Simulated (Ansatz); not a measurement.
**C3H11NO3Ti: up Jacob's ladder to CCSD(T)**

One table from this session's results is given with a row withheld; the runs are named, their logs left out.

Method: functionals in def2-TZVPP, the program's frozen cores in correlated methods; program: Ansatz 0.2.0, Gaussian basis.

Plan: LDA (SPW92), PBE-D4, revPBE-D4, BLYP-D4, r2SCAN-D4, B97M-V, PBE0-D4, B3LYP-D4, r2SCANh-D4, r2SCAN0-D4, HSE06-D4, BHLYP-D4, CAM-B3LYP-D4, LC-ωPBE, ωB97X-V, ωB97M-V, B2PLYP, PBE-QIDH; CCSD(T)/def2-SVP; CCSD(T)/def2-TZVPP; MP2/def2-QZVPP; extrapolation to the limit; RPA on PBE.

**The relaxed structure**

The geometry comes from an earlier relaxation with PBE0-D4 in a triple-zeta def2 set; it is a stationary point, not always the lowest conformer.

SMILES `CC(C)[NH][Ti]([OH])([OH])[OH]`, 19 atoms, charge 0, spin multiplicity 1.

Atoms are counted from 1 here; the program's logs count them from 0.

Bond lengths: C1–C2 1.518 Å, C1–H9 1.092 Å, C1–H10 1.095 Å, C1–H11 1.091 Å, C2–C3 1.523 Å, C2–N4 1.450 Å, C2–H12 1.101 Å, C3–H13 1.093 Å, C3–H14 1.093 Å, C3–H15 1.093 Å, N4–Ti5 1.879 Å, N4–H16 1.015 Å, Ti5–O6 1.806 Å, Ti5–O7 1.812 Å, Ti5–O8 1.810 Å, O6–H17 0.957 Å, O7–H18 0.957 Å, O8–H19 0.958 Å. Angles: C2–C1–H9 110.5°, C2–C1–H10 110.5°, C2–C1–H11 111.1°, H9–C1–H10 107.9°, H9–C1–H11 108.5°, H10–C1–H11 108.3°, C1–C2–C3 111.2°, C1–C2–N4 110.5°, C1–C2–H12 107.6°, C3–C2–N4 110.7°, C3–C2–H12 107.9°, N4–C2–H12 108.9°, C2–C3–H13 111.0°, C2–C3–H14 110.3°, C2–C3–H15 111.1°, H13–C3–H14 108.5°, H13–C3–H15 107.9°, H14–C3–H15 108.0° and more.

The first run:

File in.yaml:

```yaml
crystal:
  periodic: [false, false, false]
  atoms:
    - {symbol: C, position_ang: [-1.457430, -0.837435, 0.424463]}
    - {symbol: C, position_ang: [-1.111449, 0.166066, -0.660839]}
    - {symbol: C, position_ang: [-1.166462, -0.475546, -2.040614]}
    - {symbol: N, position_ang: [0.195374, 0.746305, -0.417034]}
    - {symbol: Ti, position_ang: [1.481057, 0.583355, 0.943684]}
    - {symbol: O, position_ang: [2.629751, 1.947215, 0.659535]}
    - {symbol: O, position_ang: [2.348358, -1.001385, 0.802372]}
    - {symbol: O, position_ang: [0.701618, 0.651067, 2.576343]}
    - {symbol: H, position_ang: [-2.447169, -1.264023, 0.250000]}
    - {symbol: H, position_ang: [-0.733328, -1.659092, 0.431661]}
    - {symbol: H, position_ang: [-1.452118, -0.367472, 1.409296]}
    - {symbol: H, position_ang: [-1.868519, 0.964853, -0.629109]}
    - {symbol: H, position_ang: [-2.164285, -0.871061, -2.248404]}
    - {symbol: H, position_ang: [-0.447686, -1.297074, -2.105347]}
    - {symbol: H, position_ang: [-0.922606, 0.249142, -2.821983]}
    - {symbol: H, position_ang: [0.457766, 1.396518, -1.150483]}
    - {symbol: H, position_ang: [2.835524, 2.717775, 1.188910]}
    - {symbol: H, position_ang: [2.282297, -1.688433, 0.140145]}
    - {symbol: H, position_ang: [0.797506, 0.034925, 3.303505]}
basis:
  gaussian: {orbitals: def2-TZVPP}
hamiltonian: {xc: lda}
output: {orbitals: {seedname: orbitals}}
```

The run is started by

```
$ ansatz run in.yaml --threads 4 --pin off --events-out ev --progress --plain --max-ram 41984MiB --backend cuda --devices 0, --max-vram 37GiB
```

Steps of the session up to this table: LDA; PBE-D4 (GGA); revPBE-D4 (GGA); BLYP-D4 (GGA); r2SCAN-D4 (meta-GGA); B97M-V (meta-GGA); PBE0-D4 (hybrid); B3LYP-D4 (hybrid); r2SCANh-D4 (hybrid); r2SCAN0-D4 (hybrid); HSE06-D4 (hybrid); BHLYP-D4 (hybrid); CAM-B3LYP-D4 (range-separated); LC-ωPBE (range-separated); ωB97X-V (range-separated); ωB97M-V (range-separated); B2PLYP (double hybrid); PBE-QIDH (double hybrid).

One table of the session follows, with a row left open; its other results are not shown here.

It belongs to the step «Frontier levels by functional». 

```
  functional  HOMO (eV)  gap (eV)
 LDA (SPW92)      -5.65      3.35
      PBE-D4      -5.47      3.43
   revPBE-D4      -5.40      3.44
     BLYP-D4          ?         ?
   r2SCAN-D4      -5.72      3.79
      B97M-V      -5.83      3.87
     PBE0-D4      -6.79      5.77
    B3LYP-D4      -6.59      5.26
  r2SCANh-D4      -6.22      4.68
  r2SCAN0-D4      -6.97      6.04
    HSE06-D4      -6.39      4.99
    BHLYP-D4      -8.05      8.19
CAM-B3LYP-D4      -8.19      8.27
     LC-ωPBE      -9.50     10.79
     ωB97X-V      -9.17     10.40
     ωB97M-V      -9.10     10.12
```

**Question.** Estimate the row for BLYP-D4.

Worked estimate for «HOMO (eV)». Against the share of exact exchange, B3LYP-D4 (0.2, -6.59), BHLYP-D4 (0.5, -8.05) give a slope of -4.87 per unit share; at 0 the line stands at -5.62.

The run gave: HOMO (eV): -5.37; gap (eV): 3.40. In «HOMO (eV)» the line misses by -0.25.
